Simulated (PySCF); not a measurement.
**TeF: bond curves at several levels of theory**

Aim: find the lowest electronic state of TeF, scan its bond at several levels of theory, and get bond length, wavenumber and dissociation energy from each curve.

Method: Te def2-TZVPP with ECP28, F def2-TZVPP, scalar-relativistic core potentials; program: PySCF 2.14.0.

## 1. Input

The job is set up so:

```json
{"atoms": "Te, F", "charge": "0", "basis": "Te def2-TZVPP with ECP28, F def2-TZVPP", "Hamiltonian": "scalar-relativistic core potentials", "basis functions": "81", "electrons treated": "33", "masses in u": "129.9062, 18.9984", "levels": "PBE0, PBE, r²SCAN, B2PLYP, BLYP, TPSS, B97-3, ωB97X, HF, MP2, SCS-MP2, CCSD, CCSD(T)", "grid": "80 radial by 434 angular points", "occupations": "held fixed by the projection of orbital angular momentum", "dissociation limit": "Te + F, each in its ground configuration", "starting distance in angstrom": "1.935", "values of 2S to try": "1, 3"}
```

Started as:

```
$ OMP_NUM_THREADS=1 python dia.py task.json out
```

The runs that follow: The PBE0 curve of the state that the search chose; Higher solutions at PBE0; PBE (GGA); r²SCAN (meta-GGA); B2PLYP; BLYP (GGA); TPSS (meta-GGA); B97-3; ωB97X; UHF (mean field); Adding correlation.

Q: Predict the outcome of this session. Wanted: for each run, Re; ωe; De; μ.

The runs gave:

Lowest PBE0 solution found, without spin–orbit coupling: ²Π (doublet), unpaired electrons π ↑. State 2 has its PBE0 minimum 1.27 eV higher. The other levels ran on the lowest alone.

```tsv
level	Re (Å)	ωe (cm⁻¹)	De (eV)	μ (D)
UHF	1.875	680	1.49	-2.35
UHF-MP2	1.905	635	3.51	n/a
UHF-SCS-MP2	1.908	628	3.39	n/a
UHF-CCSD	1.898	644	3.12	n/a
UHF-CCSD(T)	1.906	629	3.29	n/a
PBE	1.935	593	3.96	-2.01
BLYP	1.952	574	3.88	-2.14
TPSS	1.927	605	3.78	-1.98
r²SCAN	1.912	621	3.59	-1.99
PBE0	1.904	633	3.49	-2.09
B97-3	1.913	621	3.51	-2.18
ωB97X	1.908	634	3.71	-2.22
B2PLYP	1.916	619	3.52	-2.41
```

De is counted to Te + F in their ground configurations. A positive dipole means Te(−)F(+).

Differences from CCSD(T) in the same basis:

```tsv
level	Re (mÅ)	ωe (%)
UHF	-31	+8.1
UHF-MP2	-1	+0.9
UHF-SCS-MP2	+2	-0.2
UHF-CCSD	-8	+2.3
PBE	+29	-5.7
BLYP	+46	-8.8
TPSS	+20	-3.8
r²SCAN	+6	-1.3
PBE0	-2	+0.7
B97-3	+7	-1.2
ωB97X	+2	+0.9
B2PLYP	+9	-1.7
```

**Reading.** Judged by CCSD(T) in the same basis: best bond length UHF-MP2 (-1 mÅ), worst BLYP (+46 mÅ); best wavenumber UHF-SCS-MP2 (-0.2 %), worst BLYP (-8.8 %). Hartree–Fock makes the bond too short and too stiff against this reference, as it mostly does. PBE gives a bond that is too long and too soft, as GGAs tend to. Among the levels with a De in the table, it runs from 1.49 eV (UHF) to 3.96 eV (PBE).

Correlated steps freeze 5 core orbitals. These are scalar-relativistic numbers at best; spin–orbit coupling would shift them, the dissociation energy most. B2PLYP dipoles, levels and charges come from its SCF part alone. At UHF the stretched side of the curve climbs above De, by a hump or because the determinant held fixed goes to a higher limit. With spin–orbit coupling the term label itself may not hold.
